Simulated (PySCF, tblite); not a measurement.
# CH11ClN2Si4: geometry, infrared bands and NMR shifts

Aim: predict the infrared bands and NMR shifts of CH11ClN2Si4 (`[SiH3]N1[SiH2]CN[SiH2][Si@H]1Cl`).

The runs use tblite 0.8.0 and PySCF 2.14.0, with density-fitted response routines of our own; the level of theory stands in each step. All values are computed, except where a source is named. Atoms are numbered from 0 throughout.

## 1. The starting structure

19 atoms, charge 0, multiplicity 1; geometry from: force field or distance geometry start.

Bonds of the start (Å): Si0–N1 1.69, N1–Si2 1.71, Si2–C3 1.95, C3–N4 1.47, N4–Si5 1.73, Si5–Si6 2.48, Si6–Cl7 2.06, Si6–N1 1.71, Si0–H8 1.48, Si0–H9 1.47, Si0–H10 1.48, Si2–H11 1.48, Si2–H12 1.47, C3–H13 1.10, C3–H14 1.09, N4–H15 1.02, Si5–H16 1.48, Si5–H17 1.48, Si6–H18 1.48.

## 2. Geometry optimisation with GFN2-xTB

The job: settings as JSON, then the geometry in Å.

```
{"job": {"kind": "relax", "xc": "GFN2-xTB", "basis": "xTB"}, "charge": 0, "multiplicity": 1}
Si     2.033400    -0.579500    -1.002300
N      1.465600    -0.170200     0.532700
Si     0.255300    -1.264900     1.039900
C     -1.418000    -1.155100     0.054400
N     -2.115400     0.141500     0.138800
Si    -1.393800     1.647300    -0.308000
Si     0.920000     1.445800     0.556900
Cl     0.969600     2.209900     2.472300
H      0.933400    -0.430800    -1.988000
H      3.139200     0.314600    -1.374600
H      2.512200    -1.974800    -1.023600
H     -0.027600    -1.014900     2.472700
H      0.765200    -2.643600     0.953400
H     -2.073300    -1.924300     0.491400
H     -1.244800    -1.433500    -0.980400
H     -3.020100     0.068200    -0.321300
H     -1.353900     1.681000    -1.783500
H     -2.155300     2.757400     0.298300
H      1.798500     2.334900    -0.236700
```

Command:

```
> OMP_NUM_THREADS=1 python probes_run.py task.json out
```

The driver reads the jobs from task.json and runs them one after another.

**Question.** This job is followed by: GFN2-xTB harmonic vibrations, gas phase; GIAO PBE0/pcSseg-1 NMR shielding, non-relativistic, gas phase. Predict these results of the whole session: strongest single infrared mode (GFN2-xTB); zero-point energy (GFN2-xTB); 13C shifts against TMS (PBE0/pcSseg-1); 1H shifts against TMS (PBE0/pcSseg-1, means over atoms taken as alike); 29Si shifts against TMS (PBE0/pcSseg-1); 15N shifts against NH3 (PBE0/pcSseg-1); 35Cl shifts against HCl (PBE0/pcSseg-1).

As calculated:

| quantity | value |
| --- | --- |
| strongest single infrared mode (GFN2-xTB) | 2231 cm⁻¹, 693 km/mol |
| zero-point energy (GFN2-xTB) | 73.2 kcal/mol |
| 13C shifts against TMS (PBE0/pcSseg-1) | 35.4 ppm |
| 1H shifts against TMS (PBE0/pcSseg-1, means over atoms taken as alike) | 5.64, 5.13, 5.10, 4.91, 4.82, 4.70, 2.91, 2.44, 0.03 ppm |
| 29Si shifts against TMS (PBE0/pcSseg-1) | -15.5, -30.7, -49.3, -56.6 ppm |
| 15N shifts against NH3 (PBE0/pcSseg-1) | 21.7, 1.1 ppm |
| 35Cl shifts against HCl (PBE0/pcSseg-1) | 40 ppm |

**Reading.** Relaxing lowered the energy by 0.829 eV in 153 steps; the close pair that moved most is Si5–Si6, from 2.478 to 2.291 Å. The lowest mode is imaginary (48i cm⁻¹), so the xTB geometry is not a minimum. The strongest single mode, at 2231 cm⁻¹, moves mainly H8. GFN2-xTB is a fitted tight-binding method: band positions and strengths are rough. Its intensities can rank the bands wrongly. At PBE0/pcSseg-1: Shielding is most anisotropic at Cl7 (span 270 ppm, paramagnetic term -239 ppm).
